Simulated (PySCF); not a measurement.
**TlCl₄⁻: singlet, from a B3LYP minimum start**

The task is one start of a wider search on TlCl₄⁻: the singlet, from a B3LYP minimum start. It is relaxed, tested by its Hessian and followed downhill if it is a saddle.

Method: PBE, basis Tl def2-SVPD with ECP60, Cl def2-SVPD, scalar-relativistic core potentials, no spin–orbit coupling, density fitting; program: PySCF 2.14.0.

### 1 Where the work starts

5 atoms, charge -1, spin multiplicity 1.

Bond lengths: Tl1–Cl2 2.516 Å, Tl1–Cl3 2.516 Å, Tl1–Cl4 2.516 Å, Tl1–Cl5 2.516 Å. Angles: Cl2–Tl1–Cl3 109.4°, Cl2–Tl1–Cl4 109.5°, Cl2–Tl1–Cl5 109.5°, Cl3–Tl1–Cl4 109.5°, Cl3–Tl1–Cl5 109.5°, Cl4–Tl1–Cl5 109.4°.

Z-matrix (Å, degrees; charge -1 multiplicity 1):
```
Tl
Cl 1 2.5156
Cl 1 2.5156 2 109.42
Cl 1 2.5156 2 109.50 3 120.02
Cl 1 2.5156 2 109.50 3 -120.02
```

### 2 First SCF at the start

The steps below are one call of a driver around PySCF. For each, scf.py gives the equivalent set-up of the SCF; relaxations use the driver's own optimiser. After this first run the driver tries any further starts and a stability analysis.

scf.py reads:

```python
from pyscf import gto, scf, dft
mol = gto.M(atom='''
Tl     0.000000     0.000000     0.000000
Cl    -1.451890    -1.451890     1.453380
Cl     1.451890     1.451890     1.453380
Cl     1.451890    -1.451890    -1.453380
Cl    -1.451890     1.451890    -1.453380''',
    basis={'Tl': 'def2-SVPD', 'Cl': 'def2-SVPD'},
    ecp={'Tl': 'def2-SVPD'},
    charge=-1, spin=0)
mf = dft.RKS(mol, xc='PBE')
mf.grids.atom_grid = (50, 194)
aux = {'Tl': 'def2-universal-JKFIT', 'Cl': 'def2-universal-JKFIT'}
mf = mf.density_fit(auxbasis=aux)
mf.conv_tol = 1e-08
mf.diis_space = 10
mf.max_cycle = 60
mf.init_guess = 'minao'
mf.verbose = 4
mf.kernel()
```

Command:

```sh
$ OMP_NUM_THREADS=4 python axn.py task.json out
```

Log:

```text
init E= -1989.85641924052
  HOMO = -0.596183594928199  LUMO = -0.555648604680456  gap/eV = 1.10301
cycle= 1 E= -2010.81540806233  delta_E=  -21  |g|= 2.27  |ddm|= 13.6
cycle= 2 E= -1973.16351807771  delta_E= 37.7  |g|= 6.53  |ddm|=  163
  HOMO = -0.265166514681873  LUMO = -0.227360554122427  gap/eV = 1.02875
cycle= 3 E= -2011.57879687033  delta_E= -38.4  |g|= 1.47  |ddm|=  163
  HOMO = -0.174773794545868  LUMO = -0.0661627364663246  gap/eV = 2.95546
cycle= 4 E= -2012.2611384614  delta_E= -0.682  |g|= 0.387  |ddm|=  3.7
  HOMO = -0.0948319996543842  LUMO = 0.000463365263733806  gap/eV = 2.59312
cycle= 5 E= -2012.28314135018  delta_E= -0.022  |g|= 0.282  |ddm|= 1.06
  HOMO = -0.123923687927407  LUMO = -0.024717734149462  gap/eV = 2.69953
cycle= 6 E= -2012.30370488811  delta_E= -0.0206  |g|= 0.089  |ddm|= 0.504
  HOMO = -0.131465921777961  LUMO = -0.0263714213182737  gap/eV = 2.85977
cycle= 7 E= -2012.3065912487  delta_E= -0.00289  |g|= 0.0143  |ddm|= 0.166
  HOMO = -0.13138782627289  LUMO = -0.025528524146516  gap/eV = 2.88058
cycle= 8 E= -2012.30666463937  delta_E= -7.34e-05  |g|= 0.00511  |ddm|= 0.0226
  HOMO = -0.131396818180404  LUMO = -0.0253035189800244  gap/eV = 2.88695
cycle= 9 E= -2012.30667155806  delta_E= -6.92e-06  |g|= 0.000682  |ddm|= 0.0089
  HOMO = -0.131390186562398  LUMO = -0.0252451438075454  gap/eV = 2.88835
cycle= 10 E= -2012.30667168838  delta_E= -1.3e-07  |g|= 0.000105  |ddm|= 0.00135
  HOMO = -0.131386843653036  LUMO = -0.025236965966144  gap/eV = 2.88849
cycle= 11 E= -2012.30667169212  delta_E= -3.75e-09  |g|= 3.81e-05  |ddm|= 0.000165
  HOMO = -0.131383936142267  LUMO = -0.0252315592895442  gap/eV = 2.88855
Extra cycle  E= -2012.30667169183  delta_E= 2.9e-10  |g|= 4.83e-05  |ddm|= 0.000127
converged SCF energy = -2012.30667169183
```

This step, with its further starts and checks, needed 36 s of wall time on 4 threads of Intel Xeon at 2.50GHz (Skylake/Cascade Lake), shared host.

The test of internal stability found no lower closed-shell solution.

### 3 Relaxing the singlet from the B3LYP minimum start

The program finds Td symmetry in the start, which this walk keeps.

scf.py: that of step 2 with these lines changed.

```diff
@@ -4,4 +4,4 @@
-Cl    -1.451890    -1.451890     1.453380
-Cl     1.451890     1.451890     1.453380
-Cl     1.451890    -1.451890    -1.453380
-Cl    -1.451890     1.451890    -1.453380''',
+Cl    -1.452387    -1.452387     1.452387
+Cl     1.452387     1.452387     1.452387
+Cl     1.452387    -1.452387    -1.452387
+Cl    -1.452387     1.452387    -1.452387''',
@@ -18 +17,0 @@
-mf.init_guess = 'minao'
```

The optimiser's trace:

```csv
step,energy (Eh),change (kJ/mol),largest symmetric gradient (Eh/bohr)
0,-2012.306672,0.00,0.00068
1,-2012.306698,-0.07,0.00028
2,-2012.306704,-0.09,0.00000
```

The walk took 26 s.

After 2 steps and 0.1 kJ/mol it ends at Td: Tl–Cl 2.522 Å (×4); Cl–Tl–Cl 109.5° (×6).

### 4 Hessian and properties

On the finer grid the gradient is checked again; gradients at displacements of ±0.02 bohr then give force constants and infrared intensities.

scf.py: that of step 3 with these lines changed.

```diff
@@ -3,5 +3,5 @@
-Tl     0.000000     0.000000     0.000000
-Cl    -1.452387    -1.452387     1.452387
-Cl     1.452387     1.452387     1.452387
-Cl     1.452387    -1.452387    -1.452387
-Cl    -1.452387     1.452387    -1.452387''',
+Tl    -0.000000     0.000000     0.000000
+Cl    -1.455860    -1.455860     1.455860
+Cl     1.455860     1.455860     1.455860
+Cl     1.455860    -1.455860    -1.455860
+Cl    -1.455860     1.455860    -1.455860''',
@@ -12 +12 @@
-mf.grids.atom_grid = (50, 194)
+mf.grids.atom_grid = (75, 302)
@@ -15 +15 @@
-mf.conv_tol = 1e-08
+mf.conv_tol = 1e-10
```

This SCF starts from the last density.

Log of the central SCF (cycles and frontier levels):

```text
init E= -2012.30505294985
  HOMO = -0.131535539119876  LUMO = -0.0269538522412276  gap/eV = 2.84581
cycle= 1 E= -2012.30505294975  delta_E= 9.46e-11  |g|= 1.88e-05  |ddm|= 4.53e-05
  HOMO = -0.131534660118048  LUMO = -0.0269529738488359  gap/eV = 2.84581
cycle= 2 E= -2012.3050529492  delta_E= 5.54e-10  |g|= 4.29e-05  |ddm|= 0.000104
  HOMO = -0.131536259505115  LUMO = -0.026953468186413  gap/eV = 2.84584
cycle= 3 E= -2012.30505294988  delta_E= -6.82e-10  |g|= 1.52e-06  |ddm|= 7.25e-05
  HOMO = -0.131536286077682  LUMO = -0.0269535330118273  gap/eV = 2.84584
cycle= 4 E= -2012.30505294988  delta_E= -2.73e-12  |g|= 5.5e-08  |ddm|= 2.36e-06
  HOMO = -0.131536299657451  LUMO = -0.0269535457757897  gap/eV = 2.84584
Extra cycle  E= -2012.30505294988  delta_E= 3.64e-12  |g|= 6.34e-08  |ddm|= 1.63e-07
converged SCF energy = -2012.30505294988
```

The whole step took 89 s.

Geometry: Td; Tl–Cl 2.522 Å (×4); Cl–Tl–Cl 109.5° (×6).

Harmonic modes (main isotopes):

```
symmetry  ω (cm⁻¹)  IR (km/mol)  μ (u)     type
       e        61          0.0  34.97     bend
      t2        82         39.4  43.35     bend
      a1       256          0.0  34.97  stretch
      t2       266          199  40.80  stretch
```

μ is the mass of the mode for normalised Cartesian displacements, not the reduced mass of the usual diatomic formula.

No imaginary mode, so this is a minimum.

Constants and moments:

- Dipole moment about the centre of mass: 0.00 D
- Highest occupied level: -3.58 eV
- Lowest empty level: -0.73 eV
- Rotational constants: 0.02843, 0.02843, 0.02843 cm⁻¹
- Zero-point energy: 8.5 kJ/mol
- Principal polarisabilities: 129.3, 129.3, 129.3 bohr³
- Principal traceless quadrupole moments about the centre of mass: 0.00, 0.00, 0.00 D Å
- Entropy at 298.15 K and 1 bar: 401.9 J/(mol K)
- Heat capacity Cp at 298.15 K: 103.5 J/(mol K)
- Enthalpy at 298.15 K above 0 K: 25.15 kJ/mol
- Rotational symmetry number: 12

Charges (e) and bond orders:

```json
{"atom": "Tl1", "Mulliken": "1.45", "Löwdin": "0.23", "polar tensor": "1.76", "Mayer order to Tl1": "–"}
{"atom": "Cl2,3,4,5", "Mulliken": "-0.61", "Löwdin": "-0.31", "polar tensor": "-0.69", "Mayer order to Tl1": "0.55"}
```

Outer orbital energies (eV). occupied: -3.74, -3.74, -3.68, -3.68, -3.68, -3.58, -3.58, -3.58; empty: -0.73, 2.84, 3.34, 3.34.

Mulliken populations on Tl1 (outside its core potential): s 2.80, p 6.67, d 10.08.

### 5 Stability of the closed shell

At the lowest minimum the closed shell is tested against spin polarisation, on the (50, 194) grid. It is stable.

### 6 Summary of results

| quantity | value |
| --- | --- |
| minimum | singlet, Td |
| geometry | Tl–Cl 2.522 Å (×4); Cl–Tl–Cl 109.5° (×6) |
| wavenumbers (cm⁻¹) | 61 (e), 82 (t2), 256 (a1), 266 (t2) |
| dipole moment (centre of mass) | 0.00 D |
| highest occupied, lowest empty level | -3.58, -0.73 eV |
| polar-tensor charge of Tl1 | +1.76 e |
| zero-point energy | 8.5 kJ/mol |
| entropy at 298.15 K | 401.9 J/(mol K) |

What this shows: The B3LYP minimum start keeps its Td symmetry and ends in a minimum. In the infrared the band at 266 cm⁻¹ (t2, stretch) leads. Other starts or spin states, not run here, may lie lower. With an element this heavy the missing spin–orbit coupling can shift these numbers.

The search up to here needed 2.6 min of wall time on 4 threads of Intel Xeon at 2.50GHz (Skylake/Cascade Lake), shared host.
